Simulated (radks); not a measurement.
# Co²⁺ with its nuclear charge varied continuously

One table from this session's results is given with a row withheld; the runs are named, their logs left out.

Program: radks (a radial shooting solver on a logarithmic mesh, Libxc functionals) version 1. Level of theory: Dirac Kohn-Sham, PBE, spin-unpolarised, spherical densities, point nucleus; open shells fill j = l - 1/2 first. These are calculated values, not measurements, unless marked.

### The atom as given

```
element       : cobalt (Z = 27)
charge        : +2
electrons     : 25
configuration : [Ar] 3d7
```

The first run:

The run's settings:

```text
Z 27
configuration [Ar] 3d7
relativity Dirac
functional pbe,pbe
spin unpolarised
j_filling energy
nucleus point
c 137.035999084
```

Among the steps run: Z = 27.

One of the session's tables, all rows but one given; the rest of the session is left out.

It belongs to the step «Z = 27». Radial moments (bohr):

| level | <r> | outermost maximum (interpolated) | 90 % within | nodes |
| --- | --- | --- | --- | --- |
| 2s1/2 | 0.2553 | 0.213 | 0.396 | 1 |
| 2p1/2 | 0.2228 | 0.170 | 0.365 | 0 |
| 2p3/2 | ? | ? | ? | ? |
| 3s1/2 | 0.7743 | 0.669 | 1.16 | 2 |
| 3p1/2 | 0.8100 | 0.674 | 1.25 | 1 |
| 3p3/2 | 0.8197 | 0.682 | 1.27 | 1 |
| 3d3/2 | 1.019 | 0.667 | 1.76 | 0 |
| 3d5/2 | 1.024 | 0.670 | 1.77 | 0 |

Q: Estimate the row for 2p3/2 from the others.

The run gave: <r>: 0.2259; outermost maximum (interpolated): 0.173; 90 % within: 0.370; nodes: 0. In the column «<r>» it lies between 2p1/2 (0.2228) and 2s1/2 (0.2553).
